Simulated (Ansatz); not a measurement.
# C₂H₅AlFNO: up Jacob's ladder to CCSD(T)

The task here is to estimate one member of a computed series from the others.

Computed with Ansatz 0.2.0, Gaussian basis. Level: functionals in def2-TZVPP, the program's frozen cores in correlated methods.

Levels to be run: PBE-D4, r2SCAN-D4, PBE0-D4, B3LYP-D4, ωB97X-V, ωB97M-V, B2PLYP; CCSD(T)/def2-TZVPP; MP2/def2-QZVPP; extrapolation to the limit.

## The geometry

An earlier PBE0-D4 in a triple-zeta def2 set relaxation fixed the geometry.

SMILES `[CH3][Al]1[NH]C(F)[O]1`, 11 atoms, charge 0, spin multiplicity 1.

Atoms are counted from 1 here; the program's logs count them from 0.

Bond lengths: C1–Al2 1.927 Å, C1–H7 1.093 Å, C1–H8 1.094 Å, C1–H9 1.093 Å, Al2–N3 1.767 Å, Al2–O6 1.744 Å, N3–C4 1.435 Å, N3–H10 1.003 Å, C4–F5 1.385 Å, C4–O6 1.390 Å, C4–H11 1.097 Å. Angles: Al2–C1–H7 111.4°, Al2–C1–H8 110.9°, Al2–C1–H9 111.0°, H7–C1–H8 107.7°, H7–C1–H9 108.2°, H8–C1–H9 107.6°, C1–Al2–N3 144.5°, C1–Al2–O6 136.6°, N3–Al2–O6 78.7°, Al2–N3–C4 87.4°, Al2–N3–H10 153.0°, C4–N3–H10 119.2°, N3–C4–F5 111.4°, N3–C4–O6 104.0°, N3–C4–H11 115.1°, F5–C4–O6 109.7°, F5–C4–H11 105.2°, O6–C4–H11 111.6° and more.

The first run:

Contents of in.yaml:

```yaml
crystal:
  periodic: [false, false, false]
  atoms:
    - {symbol: C, position_ang: [-0.206049, -0.968830, 2.056904]}
    - {symbol: Al, position_ang: [-0.076888, -0.100883, 0.341407]}
    - {symbol: N, position_ang: [0.740733, -0.123910, -1.224791]}
    - {symbol: C, position_ang: [-0.115888, 0.958981, -1.615203]}
    - {symbol: F, position_ang: [0.609803, 2.111506, -1.864477]}
    - {symbol: O, position_ang: [-0.938201, 1.152725, -0.511319]}
    - {symbol: H, position_ang: [0.750689, -1.403772, 2.356021]}
    - {symbol: H, position_ang: [-0.943978, -1.775455, 2.031208]}
    - {symbol: H, position_ang: [-0.516076, -0.262899, 2.831306]}
    - {symbol: H, position_ang: [1.460493, -0.428759, -1.852715]}
    - {symbol: H, position_ang: [-0.699235, 0.784095, -2.527741]}
basis:
  gaussian: {orbitals: def2-TZVPP}
hamiltonian: {xc: pbe, dispersion: d4}
output: {forces: true, orbitals: {seedname: orbitals}}
```

The run is started by

```sh
$ ansatz run in.yaml --threads 4 --pin off --events-out ev --progress --plain --max-ram 10444MiB
```

Steps of the session up to this table: PBE-D4 (GGA); r2SCAN-D4 (meta-GGA); PBE0-D4 (hybrid); B3LYP-D4 (hybrid); ωB97X-V (range-separated); ωB97M-V (range-separated); B2PLYP (double hybrid); CCSD(T) in def2-TZVPP; MP2 in def2-QZVPP.

One of the session's tables, all rows but one given; the rest of the session is left out.

```
            method  atomisation energy (kJ/mol)
            PBE-D4                       4424.9
         r2SCAN-D4                       4321.6
           PBE0-D4                       4311.1
          B3LYP-D4                       4290.9
           ωB97X-V                       4322.6
           ωB97M-V                       4324.3
            B2PLYP                            ?
     HF/def2-TZVPP                       2992.2
    MP2/def2-TZVPP                       4296.7
   CCSD/def2-TZVPP                       4097.8
CCSD(T)/def2-TZVPP                       4175.6
           MP2/CBS                       4425.8
       CCSD(T)/CBS                       4304.7
```

Estimate the missing values for B2PLYP.

As computed: atomisation energy (kJ/mol): 4257.0. In the column «atomisation energy (kJ/mol)» it lies between CCSD(T)/def2-TZVPP (4175.6) and B3LYP-D4 (4290.9).
